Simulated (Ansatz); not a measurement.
**Fe3Ge under changes of volume**

One of the cells (12.262 Å³/atom); the others are scaled copies at fixed shape and fractional positions:

```
CELL_PARAMETERS angstrom
3.66050 0.00000 0.00000
0.00000 3.66050 0.00000
0.00000 0.00000 3.66050
ATOMIC_POSITIONS crystal
Ge 0.00000 0.00000 0.00000
Fe 0.50000 0.00000 0.50000
Fe 0.50000 0.50000 0.00000
Fe 0.00000 0.50000 0.50000
```

The cell comes from a database or a generator and needn't be the stable form of this composition.

* Program: Ansatz 0.2.0
* Functional: PBEsol
* Potentials or basis: all-electron LAPW, scalar-relativistic
* Cutoff: 279 eV (chosen from the basis error)
* Basis error allowed: 0.001 eV/atom
* k mesh: 7 × 7 × 7
* Occupations: fermi-dirac, width 0.05 eV
* Spin: collinear spin, ferromagnetic start
* Starting moments: [0.0, 3.0, 3.0, 3.0] μB

```csv
volume (Å³/atom),energy over the lowest point (meV/atom),pressure (GPa),moment (μB per cell)
11.526,0.00,-0.5,6.23
11.772,4.15,-4.7,6.28
12.017,14.40,-8.4,6.34
12.262,29.93,-11.6,6.41
12.507,50.01,-14.2,6.52
12.752,73.45,-16.0,6.71
12.998,?,?,?
```

Question: What does the run at 12.998 Å³/atom give?

Answer: Energy over the lowest point 98.78 meV/atom; pressure -17.4 GPa; moment 6.94 μB per cell.

Worked out: A Birch-Murnaghan fit of order 3 (a polynomial in V^(-2/3)) to the other rows has its minimum at 11.51 Å³/atom, just outside them, with B0 = V·E''(V) = 231 GPa and B' = 7.0. It gives 100.10 meV/atom at 12.998 Å³/atom, against the run's 98.78, and -dE/dV = -18.2 GPa, against -17.4. A parabola through the other rows of the moment, of slope 0.832 μB per Å³/atom there, extrapolates to 6.88 μB, against the run's 6.94.

Energies are extrapolated to zero smearing.
